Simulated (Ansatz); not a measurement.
# C4H12Ga2O: how energies converge with the basis set

One table from this session's results is given with a row withheld; the runs are named, their logs left out.

Program: Ansatz 0.2.0, Gaussian basis. Level of theory: one geometry, several basis sets. These are calculated values, not measurements.

The runs, in order: PBE0-D4/def2-SVP; ωB97M-V/def2-SVP; PBE0-D4/def2-QZVPP; ωB97M-V/def2-QZVPP; the functionals' def2-TZVPP values are taken from earlier runs.

### Structure used throughout

The geometry comes from an earlier relaxation with PBE0-D4 in a triple-zeta def2 set; it is a stationary point, not always the lowest conformer.

SMILES `[CH3][Ga]([CH3])[O][Ga]([CH3])[CH3]`, 19 atoms, charge 0, spin multiplicity 1.

Atoms are counted from 1 here; the program's logs count them from 0.

Bond lengths: C1–Ga2 1.963 Å, C1–H8 1.090 Å, C1–H9 1.093 Å, C1–H10 1.093 Å, Ga2–C3 1.971 Å, Ga2–O4 1.787 Å, C3–H11 1.091 Å, C3–H12 1.093 Å, C3–H13 1.093 Å, O4–Ga5 1.786 Å, Ga5–C6 1.963 Å, Ga5–C7 1.971 Å, C6–H14 1.090 Å, C6–H15 1.093 Å, C6–H16 1.093 Å, C7–H17 1.091 Å, C7–H18 1.093 Å, C7–H19 1.093 Å. Angles: Ga2–C1–H8 110.5°, Ga2–C1–H9 110.7°, Ga2–C1–H10 110.7°, H8–C1–H9 108.9°, H8–C1–H10 108.8°, H9–C1–H10 107.2°, C1–Ga2–C3 127.7°, C1–Ga2–O4 114.9°, C3–Ga2–O4 117.5°, Ga2–C3–H11 112.2°, Ga2–C3–H12 110.1°, Ga2–C3–H13 110.3°, H11–C3–H12 108.4°, H11–C3–H13 108.5°, H12–C3–H13 107.2°, Ga2–O4–Ga5 135.9°, O4–Ga5–C6 114.9°, O4–Ga5–C7 117.4° and more.

Set-up of the first run:

The input, in.yaml:

```yaml
crystal:
  periodic: [false, false, false]
  atoms:
    - {symbol: C, position_ang: [-1.096315, -2.889603, -1.579964]}
    - {symbol: Ga, position_ang: [-0.263144, -1.156587, -1.185047]}
    - {symbol: C, position_ang: [1.001867, -0.144942, -2.308019]}
    - {symbol: O, position_ang: [-0.745094, -0.428501, 0.373555]}
    - {symbol: Ga, position_ang: [-0.160669, 0.914327, 1.396694]}
    - {symbol: C, position_ang: [-1.385170, 1.450804, 2.834085]}
    - {symbol: C, position_ang: [1.615376, 1.663282, 0.984771]}
    - {symbol: H, position_ang: [-1.764505, -3.185653, -0.770967]}
    - {symbol: H, position_ang: [-1.668010, -2.840835, -2.510313]}
    - {symbol: H, position_ang: [-0.334806, -3.663104, -1.709578]}
    - {symbol: H, position_ang: [1.155744, -0.615223, -3.280493]}
    - {symbol: H, position_ang: [1.969602, -0.067062, -1.805661]}
    - {symbol: H, position_ang: [0.637321, 0.872901, -2.467932]}
    - {symbol: H, position_ang: [-2.294168, 0.849518, 2.805966]}
    - {symbol: H, position_ang: [-1.655850, 2.505492, 2.738096]}
    - {symbol: H, position_ang: [-0.910748, 1.327193, 3.811074]}
    - {symbol: H, position_ang: [1.920732, 2.420575, 1.708564]}
    - {symbol: H, position_ang: [2.367325, 0.869946, 0.974667]}
    - {symbol: H, position_ang: [1.610532, 2.117471, -0.009489]}
basis:
  gaussian: {orbitals: def2-SVP}
hamiltonian: {xc: pbe0, dispersion: d4}
output: {orbitals: {seedname: orbitals}}
```

Command:

```sh
> ansatz run in.yaml --threads 5 --pin off --events-out ev --progress --plain --max-ram 66560MiB --backend cpu
```

Steps of the session up to this table: PBE0-D4 in def2-SVP; ωB97M-V in def2-SVP; PBE0-D4 in def2-QZVPP; ωB97M-V in def2-QZVPP.

One table of the session follows, with a row left open; its other results are not shown here.

It belongs to the step «Functionals by basis». 

```
functional       basis  HOMO (eV)  LUMO (eV)
   PBE0-D4    def2-SVP      -6.94      -0.22
   PBE0-D4  def2-TZVPP          ?          ?
   PBE0-D4  def2-QZVPP      -7.02      -0.30
   ωB97M-V    def2-SVP      -9.17       1.46
   ωB97M-V  def2-TZVPP      -9.25       1.38
   ωB97M-V  def2-QZVPP      -9.25       0.92
```

**Question.** Estimate the row for PBE0-D4, def2-TZVPP.

The run gave: HOMO (eV): -7.01; LUMO (eV): -0.26. In the column «HOMO (eV)» it lies between PBE0-D4, def2-QZVPP (-7.02) and PBE0-D4, def2-SVP (-6.94).
